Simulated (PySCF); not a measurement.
# CeH3S3 (Ce(SH)3): the cost of one run

Method: r2SCAN, Ce lcecp-1-SVP with ECP47, S def2-SVP, H def2-SVP; scalar-relativistic core potentials, no spin–orbit coupling; program: PySCF 2.14.0.

6 further runs of the same task are left out: 2 for a known fault of the program, 2 that didn't finish, 2 set aside as unsound or not needed.

## 1. Where the work starts

7 atoms, charge 0, spin multiplicity 1.

Bond lengths: Ce1–S2 2.800 Å, Ce1–S4 2.800 Å, Ce1–S6 2.800 Å, S2–H3 1.341 Å, S4–H5 1.341 Å, S6–H7 1.341 Å. Angles: S2–Ce1–S4 120.0°, S2–Ce1–S6 120.0°, S4–Ce1–S6 120.0°, Ce1–S2–H3 104.2°, Ce1–S4–H5 104.2°, Ce1–S6–H7 104.2°.

Geometry (Å):

| atom | x (Å) | y (Å) | z (Å) |
| --- | --- | --- | --- |
| Ce1 | 0.00000 | 0.00000 | 0.00000 |
| S2 | 2.80010 | 0.00000 | 0.00000 |
| H3 | 3.13010 | 0.00000 | 1.30000 |
| S4 | -1.40010 | 2.42500 | 0.00000 |
| H5 | -1.56510 | 2.71080 | 1.30000 |
| S6 | -1.40010 | -2.42500 | 0.00000 |
| H7 | -1.56510 | -2.71080 | 1.30000 |

Formal oxidation states: Ce +3. Each metal's 1 4f electrons lie in its core potential, so multiplicities, spins and levels count the valence alone.

## 2. SCF at the start, singlet

run.py (the lines that set the calculation)

```python
mol = gto.M(atom='''
Ce     0.00000     0.00000     0.00000
S      2.80010     0.00000     0.00000
H      3.13010     0.00000     1.30000
S     -1.40010     2.42500     0.00000
H     -1.56510     2.71080     1.30000
S     -1.40010    -2.42500     0.00000
H     -1.56510    -2.71080     1.30000''',
    basis={'Ce': 'lcecp-1-SVP', 'S': 'def2-SVP', 'H': 'def2-SVP'},
    ecp={'Ce': 'lcecp-1-SVP'},
    charge=0, spin=0)
mf = dft.RKS(mol, xc='R2SCAN')
mf.grids.atom_grid = (50, 194)  # f atoms: unpruned, at least (60, 302)
mf = mf.density_fit()  # fitting sets: Ce AutoAux, S def2-universal-JKFIT, H def2-universal-JKFIT
mf.conv_tol = 1e-08; mf.max_cycle = 55
mf.kernel(dm0)  # dm0: free metal ions and neutral atoms
```

Launch:

```bash
OMP_NUM_THREADS=2 python run.py
```

**Question.** How long does this run take on 2 threads of Intel Xeon Platinum 8375C at 2.90GHz (Ice Lake), shared host, and how much memory does it need?

About 6.2 s, with a peak of 0.55 GiB.
